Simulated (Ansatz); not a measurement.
# MoSe (P3m1) in Ansatz: reference runs

How does MoSe come out in PBE? The cell is run as given and disturbed.

Program: Ansatz 0.2.0. These are calculated values, not measurements. Logs are shortened: lines on timing, memory, paths and dates and some standing lists are left out, and cuts for length are marked.

## 1. The structure

Symmetry: P3m1, No. 156, trigonal system. Conventional cell: a = 3.471 Å, b = 3.471 Å, c = 4.373 Å, α = 90.00°, β = 90.00°, γ = 120.00°. Around Mo (site symmetry 3m) lie 3 Se at 2.04 Å. Around Se (site symmetry 3m) lie 3 Mo at 2.04 Å.

The cell was built by a generator and needn't be a form met in nature.

## 2. Single point, PBE

The input, input.yaml:

```yaml
crystal:
  lattice:
    - [3.47066859, 0.0, 0.0]
    - [-1.7353343, 3.00568717, 0.0]
    - [0.0, 0.0, 4.37279534]
  atoms:
    - { symbol: Mo, position: [0.66666667, 0.33333333, 0.02544455] }
    - { symbol: Se, position: [0.33333333, 0.66666667, 0.11843047] }
kpoints:
  mp_grid: { grid: [9, 9, 6] }
scf:
  occupations: { method: fermi_dirac, width: 0.05 }
hamiltonian:
  xc: pbe
  pseudopotentials: { kind: all_electron, lapw: { basis_error: 0.001 } }
output:
  forces: true
  stress: true
  eigenvalues: true
  populations: true
```

Potentials or basis: all-electron LAPW, scalar-relativistic.

On the command line:

```
$ ansatz run input.yaml --threads 1 --pin off --max-ram 3072MiB --backend cpu --events-out ev --progress --plain --runs-dir out
```

What it wrote:

```text
Warning: RAYON_NUM_THREADS=1 ignored (pool sized by the plan → 1); use --threads N
Mo: projections on atomic orbitals take those of the free atom 1s2 2s2 2p6 3s2 3p6 3d10 4s2 4p6 4d5 5s1, of charge +0.00 (hamiltonian.pseudopotentials.projection_atoms)
Se: projections on atomic orbitals take those of the free atom 1s2 2s2 2p6 3s2 3p6 3d10 4s2 4p4, of charge +0.00 (hamiltonian.pseudopotentials.projection_atoms)
LAPW: plane waves up to 10.997 Å⁻¹, error target 1.0e-3 eV per atom; small_component_spin mean_spin; Se in spheres of 1.039 Å, 24 of its electrons in bands, Dirac shells []; Mo in spheres of 1.005 Å, 32 of its electrons in bands, Dirac shells [] (how accurate: hamiltonian.pseudopotentials.lapw.basis_error, Limitations)
Engine: ansatz 0.2.0, x86_64-unknown-linux-gnu
Pseudopotentials: kind: all_electron
Pseudopotential: Mo, LAPW, valence charge 32, lapw/all_electron/scalar/gaussian/Mo, Koelling and Harmon's equation, gaussian nucleus
Pseudopotential: Se, LAPW, valence charge 24, lapw/all_electron/scalar/gaussian/Se, Koelling and Harmon's equation, gaussian nucleus
Functional definition: PBE
  parameter kappa = 0.804
  parameter beta = 0.06672455060314922
  exchange = pbe_x(kappa = kappa, mu = beta*pi^2/3)
  correlation = pbe_c(beta = beta)
Crystal: 2 atoms, lattice volume = 45.616 Å³
Basis set: ecut = 460.7155846130087 eV, 1011 PW (Γ), exchange–correlation at level 2
Bands: 34, of which v1, the nominal top of the filled ones, is band 28 counted from 1 (27 counted from 0)
Symmetry: 6 space group operations
Space group: P3m1 (ITA 156), of the structure as read, at distance tolerance 3.6e-5 Å
k-points: 62 of 486 (time reversal used)
Non-local potential: Mo, projectors of the file, none
Non-local potential: Se, projectors of the file, none
Initial density: superposition of atomic densities (chi_scale 0.1, normalization cell, long waves kept (reshape's long-wave potential 0.00 eV rms))
Initial wavefunctions: plane waves of lowest kinetic energy (no species holds an atomic orbital)
Functional: x = pbe(κ = 0.804, μ = 0.2195149727645171), c = pbe(β = 0.06672455060314922)
iter 1 solved again at ethr=2.83e-3 eV; its pass at ethr=1.00e-1 eV (dr2=1.58e0 eV) is discarded
SCF iter   1: F=—  HF=-176297.479883 eV  |F-HF|=—  |Δ(HF+E_count)|=         —  Δρ=4.84e-2  dr2=1.58e0  ethr=2.83e-3  ⟨swp⟩=2.0  Hψ=13330  notcnv=0
preconditioner: auto → LDOS  [metal: Δε(μ)=0.031 eV  Ē_g=10.904 eV  σ=0.050 eV  W_gap=0.15  n_scr=20 (ndim 8)  ℏωp=19.0 eV  f_vac=0.291  D(μ)=3.50/eV (n_scr^D=40)  β→1.0]
SCF iter   2: F=—  HF=-176296.940091 eV  |F-HF|=—  |Δ(HF+E_count)|=   5.40e-1  Δρ=2.35e-2  dr2=1.98e-1  ethr=2.83e-3  ⟨swp⟩=3.0  Hψ=6751  notcnv=0
SCF iter   3: F=—  HF=-176296.988235 eV  |F-HF|=—  |Δ(HF+E_count)|=   4.81e-2  Δρ=1.06e-2  dr2=5.57e-2  ethr=3.54e-4  ⟨swp⟩=3.0  Hψ=6578  notcnv=0
SCF iter   4: F=—  HF=-176296.981920 eV  |F-HF|=—  |Δ(HF+E_count)|=         —  Δρ=4.26e-3  dr2=8.67e-3  ethr=9.94e-5  ⟨swp⟩=2.0  Hψ=6076  notcnv=0
the basis was enlarged: its passes take 230.3 KiB over the memory plan, 1 of 1 planned eigensolver slots
SCF iter   5: F=—  HF=-176296.982013 eV  |F-HF|=—  |Δ(HF+E_count)|=   9.29e-5  Δρ=1.24e-3  dr2=8.82e-4  ethr=1.55e-5  ⟨swp⟩=2.0  Hψ=5732  notcnv=0
iter 6 solved again at ethr=8.28e-8 eV; its pass at ethr=1.58e-6 eV (dr2=4.64e-5 eV) is discarded
SCF iter   6: F=—  HF=-176296.981377 eV  |F-HF|=—  |Δ(HF+E_count)|=   6.37e-4  Δρ=3.30e-4  dr2=4.66e-5  ethr=8.28e-8  ⟨swp⟩=2.0  Hψ=10038  notcnv=0
SCF iter   7: F=—  HF=-176296.981391 eV  |F-HF|=—  |Δ(HF+E_count)|=   1.39e-5  Δρ=1.21e-4  dr2=8.02e-6  ethr=8.28e-8  ⟨swp⟩=3.0  Hψ=5948  notcnv=0
SCF iter   8: F=—  HF=-176296.981392 eV  |F-HF|=—  |Δ(HF+E_count)|=   9.74e-7  Δρ=3.55e-5  dr2=6.36e-7  ethr=1.43e-8  ⟨swp⟩=2.7  Hψ=5784  notcnv=0
SCF iter   9: F=-176296.981392 eV  HF=-176296.981392 eV  |F-HF|=1.13e-8  |Δ(HF+E_count)|=   2.50e-7  Δρ=6.48e-6  dr2=1.83e-8  ethr=1.14e-9  ⟨swp⟩=3.0  Hψ=6013  notcnv=0
SCF 1 converged in 9 iterations: F = -176296.981392 eV  dr2 = 1.83e-8
SCF converged after 9 iterations
Free energy (F): -176296.981392 eV
Harris-Foulkes:  -176296.981392 eV  (|F-HF|=1.13e-8)
Internal energy: -176296.944789 eV  (E = F + TS)
E sigma→0 (E₀):  -176296.963090 eV
Entropy (-TS):   -0.036603 eV (-18.302 meV/atom)
Fermi energy:    12.165156 eV
--- Per-component energies (eV) ---
  E_band       = -6851.378623
  E_kinetic    = 181922.226846
  E_xc         = -5776.296110
  E_electrostatic = -352442.875524  (all electrons and nuclei)
  E_smearing   = -0.036603  (= −TS)
  E_closure    = 0.000000  (closes the sum)
  E_atoms      = -176289.095232  (free atoms, spherical and without spin; not in F)
  Σ components = -176296.981392   (vs F -176296.981392, Δ=0.00e0)
  Basis errors (estimates in eV, not in F): energy 5.2e-4 per atom: plane waves 4.6e-4 (2.8e-4 summed), levels above the bands 1.5e-92, relativity 1.3e-7, radial functions 6.8e-5, core shells 1.9e-10; eigenvalues (radial functions only) 8.1e-7; not estimated: angular momenta, meshes, grids; target (lapw.basis_error) 1.0e-3; muffin-tin radii Se 1.039 Å, Mo 1.005 Å
--- Forces (eV/Å), atoms counted from 1 ---
  atom   1  Mo     0.00000000     0.00000000    -6.15923045
  atom   2  Se    -0.00000000    -0.00000000     6.15923682
  max |Σ_I F_I| component: 6.37e-6 eV/Å
--- Stress (GPa, compression-positive) ---
      103.398176       0.000000      -0.000000
        0.000000     103.398176      -0.000000
       -0.000000      -0.000000       1.898315
  P = ⅓ Tr σ = 69.5649 GPa (695.649 kbar)
--- Band table (eV; the first three rows and the last of 62) ---
  k-point 0: bands = ["-459.2426", "-361.9669", "-361.9669", "-361.9101", "-203.8349", "-203.8349", "-203.7877", "-203.7857", "-203.7857", "-196.8115", "-136.3062", "-136.2852", "-136.2852", "-47.9265", "-36.6279", "-36.6279", "-36.5576", "-36.5450", "-36.5450", "-22.4731", "-22.4731", "-21.8961", "-3.1901", "5.8195", "5.8195", "7.6008", "11.4207", "12.2967", "12.2967", "16.7059", "19.3437", "20.4763", "20.4763", "23.9594"]
  k-point 1: bands = ["-459.2426", "-361.9669", "-361.9669", "-361.9101", "-203.8349", "-203.8349", "-203.7877", "-203.7857", "-203.7857", "-196.8115", "-136.3062", "-136.2852", "-136.2852", "-47.9265", "-36.6279", "-36.6279", "-36.5576", "-36.5450", "-36.5450", "-22.4730", "-22.4730", "-21.8974", "-3.1706", "5.8242", "5.8242", "7.3925", "11.7511", "12.2648", "12.2648", "16.7914", "19.3266", "20.4711", "20.4711", "23.3966"]
  k-point 2: bands = ["-459.2426", "-361.9669", "-361.9669", "-361.9101", "-203.8349", "-203.8349", "-203.7877", "-203.7857", "-203.7857", "-196.8115", "-136.3062", "-136.2852", "-136.2852", "-47.9264", "-36.6279", "-36.6279", "-36.5576", "-36.5450", "-36.5450", "-22.4729", "-22.4729", "-21.9002", "-3.1310", "5.8337", "5.8337", "7.0338", "12.2026", "12.2026", "12.4148", "17.0400", "18.7980", "20.4372", "20.4372", "23.2850"]
  k-point 61: bands = ["-459.2426", "-361.9669", "-361.9669", "-361.9101", "-203.8349", "-203.8349", "-203.7877", "-203.7857", "-203.7857", "-196.8115", "-136.3062", "-136.2852", "-136.2852", "-47.9068", "-36.6123", "-36.5786", "-36.5674", "-36.5465", "-36.5460", "-22.8374", "-22.6843", "-21.8595", "-1.5321", "7.0368", "7.4892", "7.6691", "9.8059", "12.3661", "13.1496", "14.4591", "15.8573", "16.3962", "19.5150", "22.9001"]
--- Löwdin populations: 2 sites ---
  site symbol       q [e]
     0     Mo     42.4045
     1     Se     33.4152
  spilling = 0.002373 (of n_electrons = 76.000000)
```

Wall time 2.6 min (1 thread of Intel Xeon at 2.50GHz (Skylake/Cascade Lake), shared host); peak memory 0.55 GiB.

Results:

- Free energy: -176296.9814 eV
- Pressure: 69.6 GPa
- Largest force: 6.159 eV/Å
- Band gap on the k mesh: none (metal or under the smearing width)
- Loewdin charges: Mo -0.40; Se +0.58 e

Forces on the atoms (eV/Å):
```
Mo   0.000  0.000 -6.159
Se   0.000  0.000  6.159
```

Levels at points of the mesh, in eV from the Fermi level:
```
            k point  band 24  band 25  band 26  band 27  band 28  band 29  band 30  band 31  band 32  band 33
 (0.00, 0.00, 0.00)    -6.35    -6.35    -4.56    -0.74     0.13     0.13     4.54     7.18     8.31     8.31
(0.00, 0.00, -0.50)    -6.33    -6.33    -5.29     0.01     0.01     0.60     5.16     6.01     8.24     8.24
```

Caveat: the atomic charges don't sum to the cell's charge; a pressure of tens of GPa on the cell as given is suspect, and the run, the potentials or the cell itself is likely at fault; this functional lacks dispersion, which binds the layers, so the pressure and a relaxed spacing across them are unreliable; forces of over 1 eV/Å show positions far from the minimum, so gaps and moduli don't describe the material at rest.

## 3. Single point, PBE (atoms moved at random, drawn with an rms of 0.05 Å)

Changes to input.yaml since step 2:

```diff
@@ -6,4 +6,4 @@
   atoms:
-    - { symbol: Mo, position: [0.66666667, 0.33333333, 0.02544455] }
-    - { symbol: Se, position: [0.33333333, 0.66666667, 0.11843047] }
+    - { symbol: Mo, position: [0.663888, 0.337493, 0.019878] }
+    - { symbol: Se, position: [0.354963, 0.686462, 0.118412] }
 kpoints:
```

Potentials or basis: all-electron LAPW, scalar-relativistic.

On the command line:

```
$ ansatz run input.yaml --threads 1 --pin off --max-ram 3072MiB --backend cpu --events-out ev --progress --plain --runs-dir out
```

It took 9.1 min on 1 thread of Intel Xeon at 2.50GHz (Skylake/Cascade Lake), shared host; peak memory 1.3 GiB.

Results (log left out):

| Quantity | Value |
| --- | --- |
| Free energy | -176297.0275 eV |
| Pressure | 68.7 GPa |
| Largest force | 7.534 eV/Å |
| Band gap on the k mesh | none (metal or under the smearing width) |
| Loewdin charges | Mo -0.40; Se +0.58 e |

Forces in eV/Å, atoms in the order of the input:
```
Mo   2.268  2.153 -6.855
Se  -2.268 -2.153  6.855
```

Stress tensor (GPa, compression positive):
```
 89.20 -14.09  -3.41
-14.09 113.11  -3.23
 -3.41  -3.23   3.67
```

Levels at points of the mesh, in eV from the Fermi level:
| k point | band 25 | band 26 | band 27 | band 28 | band 29 | band 30 | band 31 | band 32 |
| --- | --- | --- | --- | --- | --- | --- | --- | --- |
| (0.00, 0.00, 0.00) | -6.20 | -4.66 | -0.71 | -0.06 | 0.23 | 4.45 | 7.04 | 8.15 |
| (0.00, 0.00, -0.50) | -6.19 | -5.36 | -0.18 | 0.10 | 0.58 | 5.04 | 6.08 | 8.05 |

Caveat: the atomic charges don't sum to the cell's charge; the cell as given lies far from equilibrium.
